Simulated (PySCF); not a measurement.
# CH6ClFOSi2: a tour of settings, part 1 of 2

Aim: see how CH6ClFOSi2 (`F[Si@H](CCl)O[SiH3]`) answers to the choice of functional, basis, grid and SCF options, and what happens with inputs that are wrong on purpose.

The runs use PySCF 2.14.0, with density-fitted response routines of our own; the level of theory stands in each step. All values are computed, except where a source is named. Atoms count from 0, in the outputs and in this text.

## 1. The starting structure

12 atoms, charge 0, multiplicity 1; geometry from: GFN2-xTB.

Bonds of the start (Å): F0–Si1 1.61, Si1–C2 1.90, C2–Cl3 1.79, Si1–O4 1.60, O4–Si5 1.64, Si1–H6 1.45, C2–H7 1.09, C2–H8 1.09, Si5–H9 1.46, Si5–H10 1.46, Si5–H11 1.46.

## 2. Excited states and response: PBE0/3-21G

The job: settings as JSON, then the geometry in Å.

```
{"job": {"kind": "uv", "xc": "PBE0", "basis": "3-21G", "nstates": 1, "ntriplets": 5, "tda": true, "scf": {"guess": "huckel"}}, "charge": 0, "multiplicity": 1}
F      0.964798     2.244438    -0.538720
Si     0.687731     0.947212     0.369818
C      1.876750    -0.390533    -0.277234
Cl     1.495838    -1.975524     0.450987
O     -0.832296     0.538464     0.105674
Si    -2.196945    -0.342357    -0.090963
H      0.879876     1.318540     1.753635
H      1.803858    -0.521635    -1.356330
H      2.914358    -0.180449    -0.028053
H     -1.837897    -1.557075    -0.817143
H     -2.682989    -0.622569     1.257288
H     -3.071883     0.540803    -0.854986
```

Level: TDA PBE0/3-21G, vertical, gas phase, core orbitals frozen in the response.

Launch:

```bash
> OMP_NUM_THREADS=1 python probes_run.py task.json out
```

The driver reads the jobs from task.json and runs them one after another.

What it wrote:

```text
final grid: 101856 points
cycle   1  E = -1246.5764972625  dE =  7.198e-01  |g| = 3.353e+00  |ddm| = 5.411e+00
cycle   2  E = -1244.3294328456  dE =  2.247e+00  |g| = 3.683e+00  |ddm| = 6.853e+00
cycle   3  E = -1248.8502471450  dE = -4.521e+00  |g| = 7.189e-01  |ddm| = 5.603e+00
cycle   4  E = -1248.9189961107  dE = -6.875e-02  |g| = 6.665e-01  |ddm| = 1.460e+00
cycle   5  E = -1248.9957713847  dE = -7.678e-02  |g| = 8.299e-02  |ddm| = 5.924e-01
cycle   6  E = -1248.9974912658  dE = -1.720e-03  |g| = 2.100e-02  |ddm| = 1.145e-01
cycle   7  E = -1248.9975994442  dE = -1.082e-04  |g| = 5.350e-03  |ddm| = 2.657e-02
cycle   8  E = -1248.9976043722  dE = -4.928e-06  |g| = 2.249e-03  |ddm| = 7.938e-03
cycle   9  E = -1248.9976056942  dE = -1.322e-06  |g| = 2.935e-04  |ddm| = 2.153e-03
cycle  10  E = -1248.9976057177  dE = -2.348e-08  |g| = 1.189e-04  |ddm| = 4.735e-04
cycle  11  E = -1248.9976057214  dE = -3.701e-09  |g| = 1.415e-05  |ddm| = 1.609e-04
cycle  12  E = -1248.9976057215  dE = -5.684e-11  |g| = 1.489e-06  |ddm| = 1.992e-05
converged SCF energy = -1248.9976057215

Static polarisability (au): isotropic 54.267, principal 47.611 55.162 60.028

Singlet excitations
state   eV       nm        f      main configurations
  1   7.0771    175.2   0.00779   H->L 0.95

Triplet excitations (Tamm-Dancoff, eV): 6.2737 6.7158 7.2421 7.4949 7.9274
```

Run time: 7.7 s. Hardware: 1 thread of Intel Xeon 6975P-C, shared host; peak memory 0.45 GiB.

The orbitals next to the gap, with their largest atomic shares:

```tsv
orbital	eV	atoms
HOMO−3	-9.02	O4 40 %, Cl3 27 %, H9 15 %
HOMO−2	-8.84	O4 51 %, H11 15 %, H10 13 %
HOMO−1	-8.72	Cl3 85 %, H7 5 %, C2 4 %
HOMO	-8.12	Cl3 43 %, O4 18 %, C2 17 %
LUMO	0.47	C2 39 %, Cl3 35 %, Si1 19 %
LUMO+1	0.67	Si5 72 %, O4 14 %
LUMO+2	2.21	Si1 48 %, C2 23 %, H7 9 %
```

With each of the 1 states as a Gaussian band of 0.4 eV half-width at 1/e, the curve within the window shown has maxima at 175 nm (ε 320) L/(mol cm). Beyond the last state computed it falls off for lack of states. The curve at chosen wavelengths:

nm, ε (L/mol/cm) and a bar:
```
      168        180 ###############
      169        209 ###################
      170        237 ######################
      171        263 ########################
      172        284 ###########################
      173        301 ############################
      174        311 ##############################
      175        315 ##############################
      176        313 ##############################
      177        305 #############################
      178        291 ###########################
      179        272 #########################
      180        251 #######################
      181        227 ####################
      182        202 ##################
      183        177 ###############
      184        152 ############
      185        129 ##########
      186        108 ########
      187         89 ######
      188         73 ####
      189         58 ##
      190         46 #
      191         36
```

Leading natural transition orbitals of singlet state 1: the hole lies on Cl3 55 %; C2 13 %; O4 9 %; the particle on Cl3 39 %; C2 30 %; F0 8 %.

Ground-state properties from the same run:

```tsv
property	computed
dipole moment (D)	0.46
polarisability (Å³)	8.04
HOMO–LUMO gap (eV)	8.59
−ε(HOMO) (eV)	8.12
```

Orbitals, density, ELF and potential are computed afterwards from the orbital file.

Frontier orbitals at PBE0/3-21G, with the share of their density that lies nearest to each atom:

```tsv
orbital	energy (eV)	lies on
HOMO	-8.12	Cl3 42 %; O4 17 %; C2 14 %
LUMO	0.47	Cl3 37 %; C2 27 %; F0 10 %
```

ELF in a plane through or near 5 of the atoms.

Values, 10 rows by 14 columns:
```
0.00 0.00 0.00 0.00 0.00 0.00 0.00 0.00 0.00 0.00 0.00 0.00 0.00 0.00
0.00 0.00 0.00 0.00 0.00 0.00 0.00 0.00 0.00 0.00 0.00 0.00 0.00 0.00
0.00 0.00 0.00 0.00 0.01 0.22 0.13 0.01 0.00 0.00 0.00 0.00 0.00 0.00
0.00 0.00 0.00 0.00 0.03 0.36 0.17 0.26 0.63 0.07 0.15 0.16 0.01 0.00
0.00 0.00 0.04 0.36 0.36 0.23 0.63 0.81 0.40 0.41 0.71 0.51 0.09 0.00
0.00 0.00 0.57 1.00 0.75 0.82 0.50 0.56 0.66 0.60 0.29 0.38 0.03 0.00
0.00 0.00 0.07 0.44 0.54 0.59 0.24 0.01 0.56 0.97 0.73 0.08 0.00 0.00
0.00 0.00 0.00 0.02 0.43 0.82 0.81 0.11 0.57 1.00 0.90 0.04 0.00 0.00
0.00 0.00 0.00 0.03 0.55 0.74 0.63 0.06 0.00 0.19 0.04 0.00 0.00 0.00
0.00 0.00 0.00 0.00 0.00 0.01 0.00 0.00 0.00 0.00 0.00 0.00 0.00 0.00
```
The map spans 11.3 Å across and 9.2 Å up, centred on the molecule. Atoms in the plane (x, y in Å): Si1 (-0.7, 1.0), C2 (-1.8, -0.6), O4 (0.8, 0.6), Si5 (2.2, -0.2), H8 (-2.9, -0.4).

log10 of the density (e/Å³) in the same plane.

Ten even steps from '0' (-4.0) to '9' (2.0):
```
0000000000000000000000000000
0000000000000000000000000000
0000000001121110000000000000
0000000012333221100000000000
0000000134454332211000000000
0000001235565544332222210000
0000012245666555554333321000
0000122345678667665444332100
0001234455678678776555433200
0002345566666667766765543200
0012356667665556668975433200
0012356678665445556765432100
0001244566665434556654322100
0001134456665443456554321000
0000023456665443445543210000
0000012445555432333332100000
0000012344444322222221000000
0000001233333210001100000000
0000000011211100000000000000
0000000000000000000000000000
```
The map spans 11.3 Å across and 9.2 Å up, centred on the molecule. Atoms in the plane (x, y in Å): Si1 (-0.7, 1.0), C2 (-1.8, -0.6), O4 (0.8, 0.6), Si5 (2.2, -0.2), H8 (-2.9, -0.4).

On the surface of density 0.002 e/bohr³ the electrostatic potential runs, from the 1st to the 99th percentile, from -1.32 V near F0 to 1.70 V near Si5.

## 3. NMR shieldings: OPBE/aug-cc-pVDZ

Settings changed since step 2:

```diff
@@ -1,2 +1,2 @@
-{"job": {"kind": "uv", "xc": "PBE0", "basis": "3-21G", "nstates": 1, "ntriplets": 5, "tda": true, "scf": {"guess": "huckel"}}, "charge": 0, "multiplicity": 1}
+{"job": {"kind": "nmr", "xc": "OPBE", "basis": "aug-cc-pVDZ", "pop": false, "scf": {"guess": "huckel"}}, "charge": 0, "multiplicity": 1}
 F      0.964798     2.244438    -0.538720
```

Level: GIAO OPBE/aug-cc-pVDZ NMR shielding, non-relativistic, gas phase.

What it wrote:

```text
final grid: 101856 points
cycle   1  E = -1251.4518355071  dE =  2.817e+00  |g| = 4.527e+00  |ddm| = 1.396e+01
cycle   2  E = -1239.9922621260  dE =  1.146e+01  |g| = 5.185e+00  |ddm| = 3.543e+01
cycle   3  E = -1242.4034182095  dE = -2.411e+00  |g| = 5.257e+00  |ddm| = 3.574e+01
cycle   4  E = -1255.3686485178  dE = -1.297e+01  |g| = 1.360e+00  |ddm| = 1.137e+01
cycle   5  E = -1255.4843008085  dE = -1.157e-01  |g| = 1.369e+00  |ddm| = 3.943e+00
cycle   6  E = -1255.8299027118  dE = -3.456e-01  |g| = 5.056e-01  |ddm| = 2.538e+00
cycle   7  E = -1255.8897507881  dE = -5.985e-02  |g| = 1.076e-01  |ddm| = 1.039e+00
cycle   8  E = -1255.8929988923  dE = -3.248e-03  |g| = 4.404e-02  |ddm| = 3.367e-01
cycle   9  E = -1255.8934576438  dE = -4.588e-04  |g| = 1.736e-02  |ddm| = 1.091e-01
cycle  10  E = -1255.8935352475  dE = -7.760e-05  |g| = 5.777e-03  |ddm| = 3.766e-02
cycle  11  E = -1255.8935415265  dE = -6.279e-06  |g| = 1.605e-03  |ddm| = 1.112e-02
cycle  12  E = -1255.8935421233  dE = -5.968e-07  |g| = 1.751e-04  |ddm| = 3.706e-03
cycle  13  E = -1255.8935421327  dE = -9.394e-09  |g| = 5.774e-05  |ddm| = 6.438e-04
cycle  14  E = -1255.8935421336  dE = -8.627e-10  |g| = 2.642e-05  |ddm| = 1.423e-04
converged SCF energy = -1255.8935421336

GIAO shielding tensors (ppm)
atom      isotropic    diamagn.    paramagn.     s11        s22        s33       span
  0 F      336.619     479.837    -143.218    284.324    357.967    367.566     83.242
  1 Si     426.876     872.408    -445.532    414.352    428.534    437.742     23.391
  2 C      164.536     230.184     -65.649    145.617    153.331    194.660     49.043
  3 Cl     951.557    1146.174    -194.617    843.301    907.062   1104.310    261.009
  4 O      300.275     389.877     -89.602    262.201    290.393    348.232     86.031
  5 Si     434.425     882.467    -448.043    394.201    399.698    509.374    115.173
  6 H       26.334      25.208       1.127     23.161     23.460     32.382      9.220
  7 H       28.437      29.779      -1.342     23.404     27.351     34.557     11.153
  8 H       28.595      33.236      -4.641     22.463     27.945     35.376     12.913
  9 H       26.080      28.516      -2.436     21.955     25.948     30.337      8.382
 10 H       26.202      28.085      -1.883     22.790     24.481     31.336      8.546
 11 H       26.240      27.455      -1.216     22.422     24.605     31.692      9.271
```

It took 33 s on 1 thread of Intel Xeon 6975P-C, shared host; peak memory 0.66 GiB.

The references, computed at this level on geometries of the same kind, shield at (ppm): 1H TMS 31.79, 13C TMS 197.2, 29Si TMS 405.2, 19F CFCl3 167.4, 17O H2O 336.4. Their shielding less the atom's gives the shift. The references are single molecules in the gas phase, so shifts against H2O, NH3, PH3, H3PO4 or CFCl3 are not on the usual liquid scales and can be off by tens of ppm. Atoms listed in one row are averaged.

```tsv
atoms	environment	σ (ppm)	δ (ppm)
C2	sp3 CH2 bonded to Cl and Si	164.5	32.6
H9, H10, H11	hydrogen on a silicon bonded to O	26.17	5.62
H6	hydrogen on a silicon bonded to C, F, O	26.33	5.46
H7	hydrogen on an sp3 CH2 bonded to Cl and Si	28.44	3.36
H8	hydrogen on an sp3 CH2 bonded to Cl and Si	28.59	3.20
F0	fluorine bonded to Si	336.6	-169.2
Si1	silicon bonded to C, F, O, H	426.9	-21.7
Si5	silicon bonded to O, 3 H	434.4	-29.3
Cl3	chlorine bonded to C	952	–
O4	oxygen bonded to 2 Si	300.3	36.1
```

(Continued in part 2 of 2.)
